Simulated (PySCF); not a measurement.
# AlBr−: from the state search to spectroscopic constants

What are the lowest state that PBE0 finds, the bond length, vibrational wavenumber and bond energy of AlBr−, and how much do these hang on the method?

Program: PySCF 2.14.0. Level of theory: Al def2-TZVPPD, Br def2-TZVPPD, no relativity. These are calculated values, not measurements.

1 further run of the same task is left out (set aside as unsound or not needed).

## 1. Set-up

The job is set up so:

| Quantity | Value |
| --- | --- |
| atoms | Al, Br |
| charge | -1 |
| basis | Al def2-TZVPPD, Br def2-TZVPPD |
| Hamiltonian | no relativity |
| basis functions | 105 |
| electrons treated | 49 |
| masses in u | 26.9815, 78.9183 |
| levels | PBE0, PBE, r²SCAN, r²SCAN0, TPSSh, B2PLYP, B3LYP, B97-3, LC-ωPBE, HF, MP2, SCS-MP2, CCSD, CCSD(T) |
| grid | 80 radial by 434 angular points |
| occupations | held fixed by the projection of orbital angular momentum |
| dissociation limit | Al + Br−, each in its ground configuration |
| starting distance in angstrom | 2.410 |
| values of 2S to try | 1, 3 |

On the command line:

```
$ OMP_NUM_THREADS=2 python dia.py task.json out
```

After this run come: PBE0 along the bond; Higher solutions at PBE0; PBE; r²SCAN (meta-GGA); r²SCAN0; TPSSh; B2PLYP (double hybrid); B3LYP (global hybrid GGA); B97-3 (global hybrid GGA); LC-ωPBE (range-separated hybrid); UHF (mean field); MP2 and coupled cluster.

Before running it: what results should come out? Wanted: for each run, Re; ωe; De; μ.

**Answer**, as computed:

Lowest PBE0 solution found, without spin–orbit coupling: ²Π (doublet), unpaired electrons π ↑. State 2 has its PBE0 minimum 2.16 eV higher. The other levels ran on the lowest alone.

```csv
level,Re (Å),ωe (cm⁻¹),De (eV),μ (D)
UHF,2.570,218.0,1.02,4.44
UHF-MP2,2.505,250.5,1.38,n/a
UHF-SCS-MP2,2.521,243.5,1.29,n/a
UHF-CCSD,2.516,246.9,1.30,n/a
UHF-CCSD(T),2.511,250.7,1.37,n/a
PBE,2.529,241.6,1.46,4.76
r²SCAN,2.504,251.6,1.51,5.01
TPSSh,2.520,245.5,1.45,4.83
B3LYP,2.551,227.3,1.22,4.44
PBE0,2.510,248.8,1.45,4.78
r²SCAN0,2.499,253.4,1.47,4.88
B97-3,2.524,242.1,1.34,4.76
LC-ωPBE,2.495,254.4,1.40,4.81
B2PLYP,2.531,236.9,1.27,4.53
```

De is counted to Al + Br− in their ground configurations. A positive dipole points from Al to Br; in an ion it is taken about the centre of mass and does not tell which atom is negative.

Differences from CCSD(T) in the same basis:

| level | Re (mÅ) | ωe (%) |
| --- | --- | --- |
| UHF | +59 | -13.0 |
| UHF-MP2 | -6 | -0.1 |
| UHF-SCS-MP2 | +10 | -2.8 |
| UHF-CCSD | +5 | -1.5 |
| PBE | +18 | -3.6 |
| r²SCAN | -7 | +0.4 |
| TPSSh | +9 | -2.1 |
| B3LYP | +41 | -9.3 |
| PBE0 | -1 | -0.7 |
| r²SCAN0 | -12 | +1.1 |
| B97-3 | +13 | -3.4 |
| LC-ωPBE | -16 | +1.5 |
| B2PLYP | +20 | -5.5 |

Judged by CCSD(T) in the same basis: best bond length PBE0 (-1 mÅ), worst UHF (+59 mÅ); best wavenumber UHF-MP2 (-0.1 %), worst UHF (-13.0 %). Among the levels with a De in the table, it runs from 1.02 eV (UHF) to 1.51 eV (r²SCAN).

Correlated steps freeze 14 core orbitals. B2PLYP dipoles, levels and charges come from its SCF part alone. With some functionals the highest level of the anion is positive, from self-interaction error or because the anion is truly unbound there; the finite basis then holds the extra electron, and no neutral molecule was run to test the binding.
